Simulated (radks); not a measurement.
# Taking charge from the 2p level of Ar²⁺ in fractions

An exercise on one series of results from a longer session: the logs are not shown, and one member is left open.

Program: radks (a radial shooting solver on a logarithmic mesh, Libxc functionals) version 1. Level of theory: non-relativistic Kohn-Sham, TPSS, spin-polarised, spherical densities, point nucleus; open shells are filled with parallel spins first. These are calculated values, not measurements, unless marked.

**What is computed**

- element: argon (Z = 18)
- charge: +2
- electrons: 16
- configuration: [He] 2s2 2p(up 3, down 3) 3s2 3p4

A shell typed twice in an input gives spin up, then spin down.

The first run:

Settings of this run:

```text
Z 18
configuration [He] 2s2 2p3 2p3 3s2 3p4
relativity non-relativistic
functional tpss,tpss
spin polarised
nucleus point
```

Steps of the session up to this table: Start: [He] 2s2 2p(up 3, down 3) 3s2 3p4.

One table of the session follows, with a row left open; its other results are not shown here.

It belongs to the step «Start: [He] 2s2 2p(up 3, down 3) 3s2 3p4». From the orbitals of this run (lengths in bohr):

| level | <r> | outermost maximum (interpolated) | 90 % within | nodes |
| --- | --- | --- | --- | --- |
| 2s up | 0.4152 | 0.340 | 0.648 | 1 |
| 2s down | ? | ? | ? | ? |
| 2p up | 0.3768 | 0.281 | 0.624 | 0 |
| 2p down | 0.3768 | 0.281 | 0.623 | 0 |
| 3s up | 1.331 | 1.15 | 1.98 | 2 |
| 3s down | 1.341 | 1.15 | 2.00 | 2 |
| 3p up | 1.458 | 1.22 | 2.22 | 1 |
| 3p down | 1.482 | 1.23 | 2.27 | 1 |

Estimate the missing values for 2s down.

**Answer.** <r>: 0.4151; outermost maximum (interpolated): 0.340; 90 % within: 0.647; nodes: 1. In the column «<r>» it lies between 2p down (0.3768) and 2s up (0.4152).
